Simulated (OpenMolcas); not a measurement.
# Ir⁵⁺ among point charges: CASSCF and CASPT2 levels and susceptibility

How does a field of 4 point charges split the states of Ir⁵⁺, and what χT follows?

Method: state-averaged CASSCF and CASPT2, spin-orbit coupling by RASSI with atomic mean-field integrals. Code: OpenMolcas 26.06.

## Step 1: Starting point

```
Species                           : Ir⁵⁺ (iridium, Z = 77, 72 electrons)
Basis                             : ANO-RCC-VTZP [8s7p5d3f1g], 84 functions
Scalar Hamiltonian                : DKH2, point nucleus
Inactive shells                   : 1s 2s 2p 3s 3p 3d 4s 4p 4d 4f 5s 5p
Active space                      : 4 electrons in 5 orbitals (5d)
Some configurations of this space : 5d⁴
Orbitals                          : optimised for each spin and parity, averaged over all roots
```

The outer shells:

5d4
```
5d [↑ ][↑ ][↑ ][↑ ][  ]
```

The ion sits among 4 point charges of -2 e arranged as a square (D4h), 1.99 Å from the ion.

The work runs as a chain of OpenMolcas steps in one folder; each step below is one input file. Labels, J, g values, rates, χT and fits are worked out afterwards by a script from the matrices that RASSI stores. The input lists half of the charges; inversion (Group=XYZ) makes the rest.

## Step 2: GATEWAY and SEWARD: basis and integrals

a.inp reads:

```
&GATEWAY
Coord
1

Ir 0.0 0.0 0.0
Basis=ANO-RCC-VTZP
Group=XYZ
NoMove
AngMom=0.0 0.0 0.0
AMFI
XField
2 Angstrom 0
1.990000 0.000000 0.000000 -2.000000
0.000000 1.990000 0.000000 -2.000000
&SEWARD
```

Started as:

```sh
$ OMP_NUM_THREADS=1 MOLCAS_MEM=1689 MOLCAS_PROJECT=a pymolcas a.inp > a.log
```

## Step 3: Reference wave functions, quintets of even parity, 5 roots

a.inp reads:

```
&RASSCF
FileOrb=start.orb
Symmetry=1
Spin=5
nActEl=4 0 0
Inactive=15 19
Ras2=5 0
CIRoot=5 5 1
SDav=5
CIMx=300
Iter=120 100
PrWF=0.3
OrbListing=Nothing
MaxOrb=0
>>> COPY $Project.JobIph JOB001
```

start.orb holds the contracted functions of the basis, ordered by shell, or the orbitals of the step before.

## Step 4: CASSCF: triplets of even parity, 45 roots

a.inp reads:

```
&RASSCF
FileOrb=start.orb
Symmetry=1
Spin=3
nActEl=4 0 0
Inactive=15 19
Ras2=5 0
CIRoot=45 45 1
SDav=45
CIMx=300
Iter=120 100
PrWF=0.3
OrbListing=Nothing
MaxOrb=0
>>> COPY $Project.JobIph JOB002
```

## Step 5: CASSCF: singlets of even parity, 50 roots

a.inp reads:

```
&RASSCF
FileOrb=start.orb
Symmetry=1
Spin=1
nActEl=4 0 0
Inactive=15 19
Ras2=5 0
CIRoot=50 50 1
SDav=50
CIMx=300
Iter=120 100
PrWF=0.3
OrbListing=Nothing
MaxOrb=0
>>> COPY $Project.JobIph JOB003
```

## Step 6: State interaction with spin-orbit coupling

a.inp reads:

```
&RASSI
NrOfJobIphs=3 5 45 50
1 2 3 4 5
1 2 3 4 5 6 7 8 9 10 11 12 13 14 15 16 17 18 19 20 21 22 23 24 25 26 27
28 29 30 31 32 33 34 35 36 37 38 39 40 41 42 43 44 45
1 2 3 4 5 6 7 8 9 10 11 12 13 14 15 16 17 18 19 20 21 22 23 24 25 26 27
28 29 30 31 32 33 34 35 36 37 38 39 40 41 42 43 44 45 46 47 48 49 50
IphNames
JOB001
JOB002
JOB003
EJob
SpinOrbit
DIPRint=1.0
SOCoupling=1000.0
Subsets=2
Property=9
'ANGMOM' 1 'ANGMOM' 2 'ANGMOM' 3 'MLTPL  1' 1 'MLTPL  1' 2 'MLTPL  1' 3
'AMFI' 1 'AMFI' 2 'AMFI' 3
SOProperty=3
'ANGMOM' 1 'ANGMOM' 2 'ANGMOM' 3
```

## Step 7: CASPT2: IPEA 0.25, imaginary shift 0.1 (closed shells correlated: 5s 5p)

a.inp reads:

```
>>> COPY JOB001 $Project.JobIph
&CASPT2
Multistate=5 1 2 3 4 5
NoMult
Frozen=14 16
IPEA=0.25
Imaginary=0.1
MaxIter=60
WThr=0.0 0.3 0.05
PrWF=0.5
NoMix
>>> COPY JOB002 $Project.JobIph
&CASPT2
Multistate=45 1 2 3 4 5 6 7 8 9 10 11 12 13 14 15 16 17 18 19 20 21 22
23 24 25 26 27 28 29 30 31 32 33 34 35 36 37 38 39 40 41 42 43 44 45
NoMult
Frozen=14 16
IPEA=0.25
Imaginary=0.1
MaxIter=60
WThr=0.0 0.3 0.05
PrWF=0.5
NoMix
>>> COPY JOB003 $Project.JobIph
&CASPT2
Multistate=50 1 2 3 4 5 6 7 8 9 10 11 12 13 14 15 16 17 18 19 20 21 22
23 24 25 26 27 28 29 30 31 32 33 34 35 36 37 38 39 40 41 42 43 44 45 46
47 48 49 50
NoMult
Frozen=14 16
IPEA=0.25
Imaginary=0.1
MaxIter=60
WThr=0.0 0.3 0.05
PrWF=0.5
NoMix
```

(Steps that only read results are left out.)

**Question.** What will these runs give? Wanted: spin-free ground state; first state of the same spin within the active space; lowest level; next level.

The runs gave:

| quantity | value |
| --- | --- |
| method | SS-CASPT2, IPEA 0.25, imaginary shift 0.1 (closed shells correlated: 5s 5p) |
| spin-free ground state | 5B1, 1-fold in its orbital part |
| first state of the same spin within the active space | 5B2 at 7740 cm⁻¹ |
| lowest level | 1-fold A1 |
| next level | 2093.5 cm⁻¹ |
| χT at 300 K | 0.16 cm³ K/mol |
| effective moment at 300 K | 1.13 μB |

Cost by method:

```tsv
method	time of its own steps	time with the reference
A. CASSCF	23 s	23 s
B. SS-CASPT2, IPEA 0.25, imaginary shift 0.1, +5s 5p	16 s	39 s
```

Times are of one thread on a shared host.

In words: The spin-free ground state (5B1) comes to 100 % from free-ion D terms and keeps the highest spin of the shell. χT at 300 K is 0.16, against 3.01 cm³ K/mol for the spin alone, so spin-orbit coupling lowers it. An active space of the d shell alone favours high spin; real ions in strong fields can be low spin. The field of point charges can differ much from that of real complexes. With metal d orbitals alone active, the gaps between spin states are rough; where two lie within a few thousand cm-1, their order is open. This is an electrostatic model: the charges have no orbitals.
